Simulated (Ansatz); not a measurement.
This script makes a scan of the bond length of BrSi with Ansatz's Python interface.

`scan_brsi.py`:
```python
"""Potential curve of BrSi along one bond."""

from dataclasses import dataclass

import ansatz
from ase.data import atomic_masses, atomic_numbers
import numpy as np


@dataclass
class Options:
    basis: str = "def2-TZVP"
    method: str = "mp2"


opts = Options()

system = (
    ansatz.Crystal.molecule()
    .atom("Si", [0.0, 0.0, 0.0])
    .atom("Br", [0.0, 0.0, 2.23])
)

symbols = [site.symbol for site in system.cartesian_sites]
start = np.array([site.position_ang for site in system.cartesian_sites])
axis = (start[1] - start[0]) / np.linalg.norm(start[1] - start[0])
moving = [1]
lengths, energies = [1.962, 2.052, 2.141, 2.23, 2.319, 2.408, 2.498, 2.631], []
for length in lengths:
    xyz = start.copy()
    xyz[moving] += (length - np.linalg.norm(start[1] - start[0])) * axis
    point = ansatz.Crystal.molecule()
    for symbol, place in zip(symbols, xyz):
        point = point.atom(symbol, place.tolist())
    job = point.calculation().basis(gaussian=opts.basis).correlation(opts.method).spin("collinear", total=1)
    data = job.run(threads=1, backend="cpu").report
    energies.append(data["free_energy_ev"])
    print(f"r = {length:6.3f} A  E = {energies[-1]:.5f} eV  <S^2> = {abs(data['mean_field']['state']['spin_squared']):.3f}")

# quartic fit about the minimum
fit = np.polynomial.Polynomial.fit(lengths, np.array(energies) - min(energies), 4).convert()
roots = [r.real for r in fit.deriv().roots() if abs(r.imag) < 1e-9 and fit.deriv(2)(r.real) > 0]
r_e = min(roots, key=lambda r: abs(r - lengths[int(np.argmin(energies))]))
print(f"minimum of the fit at {r_e:.4f} A, force constant {fit.deriv(2)(r_e):.2f} eV/A^2")
m1, m2 = (atomic_masses[atomic_numbers[s]] for s in symbols)
mu = m1 * m2 / (m1 + m2)
print(f"harmonic wavenumber {521.4709 * np.sqrt(fit.deriv(2)(r_e) / mu):.0f} 1/cm, rotational constant {16.857629 / (mu * r_e ** 2):.4f} 1/cm")
```

Its results, one of them left out:

| r (Å) | E less the lowest row shown (eV) |
| --- | --- |
| 1.962 | 0.7388 |
| 2.052 | 0.2799 |
| 2.141 | 0.0593 |
| 2.230 | 0.0000 |
| 2.319 | ? |
| 2.408 | 0.1791 |
| 2.498 | 0.3586 |

What is the missing energy at 2.319 Å?

A cubic in 1/r through the 6 rows shown, E = -5.4196 +114.0207/r -427.2736/r² +445.9056/r³ (eV, Å), gives 0.0518 eV at 2.319 Å. The run gave 0.0518 eV, a miss of 0.0 meV.

The basis set is modest, and single-reference methods fail as a bond breaks. The species is open-shell (spin multiplicity 2). S² is that of the Hartree-Fock reference. Spin-orbit coupling of the heavy open-shell atom is left out. The spin state was assumed, and another may lie lower. Wall time of the script: 26 s on 1 thread of Arm Neoverse V1, with other jobs on the host, peak memory 0.22 GiB.
